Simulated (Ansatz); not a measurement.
# CoSi: the cost of one run

Computed with Ansatz 0.2.0, Gaussian basis. Level: def2-QZVPP, core rule «outside noble gas», up to 14 orbitals frozen.

The runs, in order: UHF; ROHF; CCSD(T) on UHF.

### Step 1. The system

The geometry is a PBE0/def2-TZVP stationary point (not a proven minimum).

2 atoms, charge 1, spin multiplicity 5.

Atoms are counted from 1 here; the program's logs count them from 0.

Bond lengths: Co1–Si2 2.358 Å.

### Step 2. UHF

in.yaml reads:

```yaml
crystal:
  periodic: [false, false, false]
  atoms:
    - {symbol: Co, position_ang: [0.000000, 0.000000, 0.000000]}
    - {symbol: Si, position_ang: [0.000000, 0.000000, 2.357600]}
basis:
  gaussian: {orbitals: "def2-QZVPP.json"}
total_charge: 1
magnetization: {spin_polarized: true, initial_magnetization: 4}
hamiltonian: {xc: hf}
output: {orbitals: {seedname: orbitals}}
```

Command:

```console
ansatz run in.yaml --threads 1 --pin off --events-out ev --progress --plain --max-ram 4096MiB --backend cpu
```

What time and memory should one allow on 1 thread of AMD EPYC 7R13, shared host?

About 2.3 min, with a peak of 0.57 GiB.
